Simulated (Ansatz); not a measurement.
# CH₄GaNSi: small, medium and large basis sets

How large a basis does CH₄GaNSi need? Two functionals are run in growing sets.

Method: one geometry, several basis sets; program: Ansatz 0.2.0, Gaussian basis.

Plan: PBE0-D4/def2-SVP; ωB97M-V/def2-SVP; PBE0-D4/def2-QZVPP; ωB97M-V/def2-QZVPP; the functionals' def2-TZVPP values are taken from earlier runs.

## Step 1: The geometry

An earlier PBE0-D4 in a triple-zeta def2 set relaxation fixed the geometry.

SMILES `N#C[SiH2][GaH2]`, 8 atoms, charge 0, spin multiplicity 1.

Atoms are counted from 1 here; the program's logs count them from 0.

Bond lengths: N1–C2 1.153 Å, C2–Si3 1.851 Å, Si3–Ga4 2.422 Å, Si3–H5 1.486 Å, Si3–H6 1.486 Å, Ga4–H7 1.569 Å, Ga4–H8 1.564 Å. Angles: N1–C2–Si3 177.3°, C2–Si3–Ga4 110.6°, C2–Si3–H5 105.9°, C2–Si3–H6 105.9°, Ga4–Si3–H5 112.7°, Ga4–Si3–H6 112.7°, H5–Si3–H6 108.6°, Si3–Ga4–H7 117.7°, Si3–Ga4–H8 120.9°, H7–Ga4–H8 121.4°.

## Step 2: PBE0-D4 in def2-SVP

The input, in.yaml:

```yaml
crystal:
  periodic: [false, false, false]
  atoms:
    - {symbol: N, position_ang: [1.929363, -0.823633, 2.138239]}
    - {symbol: C, position_ang: [1.359986, -0.194081, 1.358410]}
    - {symbol: Si, position_ang: [0.399321, 0.745824, 0.086129]}
    - {symbol: Ga, position_ang: [-1.274364, -0.673693, -0.938560]}
    - {symbol: H, position_ang: [1.400236, 1.248475, -0.890524]}
    - {symbol: H, position_ang: [-0.193115, 1.907507, 0.798829]}
    - {symbol: H, position_ang: [-2.188447, -0.041924, -2.045724]}
    - {symbol: H, position_ang: [-1.432971, -2.168476, -0.506799]}
basis:
  gaussian: {orbitals: def2-SVP}
hamiltonian: {xc: pbe0, dispersion: d4}
output: {orbitals: {seedname: orbitals}}
```

Started as:

```sh
> ansatz run in.yaml --threads 2 --pin off --events-out ev --progress --plain --max-ram 4352MiB
```

The program printed:

```text
Functional definition: PBE0
  name "PBE0"
  cite "Adamo & Barone, J. Chem. Phys. 110, 6158 (1999) doi:10.1063/1.478522"
  cite "Perdew, Burke & Ernzerhof, Phys. Rev. Lett. 77, 3865 (1996) doi:10.1103/PhysRevLett.77.3865"
  parent pbe
  parameter a = 0.25
  parameter kappa = 0.804
  parameter beta = 0.06672455060314922
  exchange = (1 - a)*pbe_x(kappa = kappa, mu = beta*pi^2/3) + a*exact_x
  correlation = pbe_c(beta = beta)
985 factors; integrals over basis functions are off by at most 1.1e-3 eV
mean field evaluation 1: about -62818.6975 eV, gradient 4.0e1 eV
mean field evaluation 2: about -62812.8957 eV, gradient 6.4e1 eV
mean field evaluation 4: about -62822.2121 eV, gradient 3.3e0 eV
mean field evaluation 8: about -62822.2762 eV, gradient 2.2e-1 eV
mean field evaluation 16: about -62822.2763 eV, gradient 1.2e-5 eV
mean field -62822.27629905 eV, -2308.6760715217 hartree, gradient 1.2e-5 eV, S^2 0.000000; 0 other end points of the search recorded, 0 dependent functions left out
reference -62822.27632856 eV, -2308.6760726063 hartree; 31, 31 occupied and 67, 67 virtual orbitals, 985 factors
Total energy: -62822.42573112 eV, -2308.6815630492 hartree
```

Run time: 2 s. Hardware: 2 threads of Arm Neoverse V1, shared host.

## Step 3: ωB97M-V in def2-SVP

in.yaml, as its differences from that of step 2:

```diff
@@ -13,3 +13,3 @@
   gaussian: {orbitals: def2-SVP}
-hamiltonian: {xc: pbe0, dispersion: d4}
+hamiltonian: {xc: {name: wB97M-V}}
 output: {orbitals: {seedname: orbitals}}
```

Launched as before.

The program printed, cut to the lines that bear on the results:

```text
Functional definition: wB97M-V
  name "wB97M-V"
  cite "Mardirossian & Head-Gordon, J. Chem. Phys. 144, 214110 (2016) doi:10.1063/1.4952647"
  cite "Becke, J. Chem. Phys. 107, 8554 (1997) doi:10.1063/1.475007"
  cite "Vydrov & Van Voorhis, J. Chem. Phys. 133, 244103 (2010) doi:10.1063/1.3521275"
  # Of w^i u^j: cxij and so on, Table III.
[...]
  gx(w, u) = 1 - cx + cx01*u + cx10*w
  gss(w, u) = css00 + css04*u^4 + css10*w + css20*w^2 + css43*w^4*u^3
  gos(w, u) = cos00 + cos10*w + (cos20 + cos21*u)*w^2 + (cos60 + cos61*u)*w^6
[...]
      + integral(e_c_pw_mod_opposite_spin*gos(b97_w_opposite, b97_u_opposite)) + vv10(b, c)
985 factors; integrals over basis functions are off by at most 1.1e-3 eV
294 factors; integrals over basis functions are off by at most 5.0e-6 eV
[...]
mean field -62831.15437083 eV, -2309.0023346420 hartree, gradient 3.6e-5 eV, S^2 0.000000; 0 other end points of the search recorded, 0 dependent functions left out
reference -62831.15441809 eV, -2309.0023363787 hartree; 31, 31 occupied and 67, 67 virtual orbitals, 985 factors
Total energy: -62831.15441809 eV, -2309.0023363787 hartree
```

Wall time 9 s (2 threads of Arm Neoverse V1, shared host); peak memory 0.29 GiB.

## Step 4: PBE0-D4 in def2-QZVPP

in.yaml, as its differences from that of step 3:

```diff
@@ -12,4 +12,4 @@
 basis:
-  gaussian: {orbitals: def2-SVP}
-hamiltonian: {xc: {name: wB97M-V}}
+  gaussian: {orbitals: "def2-QZVPP.json"}
+hamiltonian: {xc: pbe0, dispersion: d4}
 output: {orbitals: {seedname: orbitals}}
```

Launched as before.

The program printed:

```text
Functional definition: PBE0
  name "PBE0"
  cite "Adamo & Barone, J. Chem. Phys. 110, 6158 (1999) doi:10.1063/1.478522"
  cite "Perdew, Burke & Ernzerhof, Phys. Rev. Lett. 77, 3865 (1996) doi:10.1103/PhysRevLett.77.3865"
  parent pbe
  parameter a = 0.25
  parameter kappa = 0.804
  parameter beta = 0.06672455060314922
  exchange = (1 - a)*pbe_x(kappa = kappa, mu = beta*pi^2/3) + a*exact_x
  correlation = pbe_c(beta = beta)
1551 factors; their error is unknown
mean field evaluation 1: about -62831.5064 eV, gradient 4.9e1 eV
mean field evaluation 2: about -62824.6589 eV, gradient 7.4e1 eV
mean field evaluation 4: about -62836.0742 eV, gradient 6.8e0 eV
mean field evaluation 8: about -62836.1415 eV, gradient 1.4e-1 eV
mean field evaluation 16: about -62836.3008 eV, gradient 5.2e-5 eV
mean field -62836.30076103 eV, -2309.1914609936 hartree, gradient 5.2e-5 eV, S^2 0.000000; 0 other end points of the search recorded, 0 dependent functions left out
reference -62836.30080718 eV, -2309.1914626894 hartree; 31, 31 occupied and 362, 362 virtual orbitals, 1551 factors
Total energy: -62836.45020974 eV, -2309.1969531324 hartree
```

Wall time 14 s (2 threads of Arm Neoverse V1, shared host); peak memory 1.1 GiB.

## Step 5: ωB97M-V in def2-QZVPP

in.yaml, as its differences from that of step 4:

```diff
@@ -13,3 +13,3 @@
   gaussian: {orbitals: "def2-QZVPP.json"}
-hamiltonian: {xc: pbe0, dispersion: d4}
+hamiltonian: {xc: {name: wB97M-V}}
 output: {orbitals: {seedname: orbitals}}
```

Same command.

The program printed, cut to the lines that bear on the results:

```text
Functional definition: wB97M-V
  name "wB97M-V"
  cite "Mardirossian & Head-Gordon, J. Chem. Phys. 144, 214110 (2016) doi:10.1063/1.4952647"
  cite "Becke, J. Chem. Phys. 107, 8554 (1997) doi:10.1063/1.475007"
  cite "Vydrov & Van Voorhis, J. Chem. Phys. 133, 244103 (2010) doi:10.1063/1.3521275"
  # Of w^i u^j: cxij and so on, Table III.
[...]
  gx(w, u) = 1 - cx + cx01*u + cx10*w
  gss(w, u) = css00 + css04*u^4 + css10*w + css20*w^2 + css43*w^4*u^3
  gos(w, u) = cos00 + cos10*w + (cos20 + cos21*u)*w^2 + (cos60 + cos61*u)*w^6
[...]
      + integral(e_c_pw_mod_opposite_spin*gos(b97_w_opposite, b97_u_opposite)) + vv10(b, c)
1526 factors; their error is unknown
329 factors; integrals over basis functions are off by at most 1.1e-5 eV
[...]
mean field -62845.23264634 eV, -2309.5197017244 hartree, gradient 6.2e-6 eV, S^2 0.000000; 0 other end points of the search recorded, 0 dependent functions left out
reference -62845.23271849 eV, -2309.5197043758 hartree; 31, 31 occupied and 362, 362 virtual orbitals, 1526 factors
Total energy: -62845.23271849 eV, -2309.5197043758 hartree
```

Wall time 33 s (2 threads of Arm Neoverse V1, shared host); peak memory 1.4 GiB.

## Step 6: Functionals by basis

The def2-TZVPP values come from earlier runs at the same geometry.

| functional | basis | functions | energy (eV) | from the largest (eV) | HOMO (eV) | LUMO (eV) |
| --- | --- | --- | --- | --- | --- | --- |
| PBE0-D4 | def2-SVP | 98 | -62822.4257 | 14.024 | -8.15 | -2.62 |
| PBE0-D4 | def2-TZVPP | 208 | -62834.8666 | 1.584 | -8.18 | -2.66 |
| PBE0-D4 | def2-QZVPP | 393 | -62836.4502 | 0.000 | -8.18 | -2.67 |
| ωB97M-V | def2-SVP | 98 | -62831.1544 | 14.078 | -10.11 | -0.84 |
| ωB97M-V | def2-TZVPP | 208 | -62843.7069 | 1.526 | -10.18 | -0.91 |
| ωB97M-V | def2-QZVPP | 393 | -62845.2327 | 0.000 | -10.19 | -0.99 |

## Step 7: Outcome

| quantity | value |
| --- | --- |
| PBE0-D4: double and triple zeta above quadruple | 14.02, 1.58 eV |
| ωB97M-V: double and triple zeta above quadruple | 14.08, 1.53 eV |

**Reading.** For PBE0-D4 the step from double to triple zeta gains 12.44 eV and the next only 1.58 eV. These are total energies; as a rule much of such shifts cancels in differences, which this series doesn't test.

For PBE0-D4 the largest set took about 7 times as long as the smallest (14 s against 2 s).
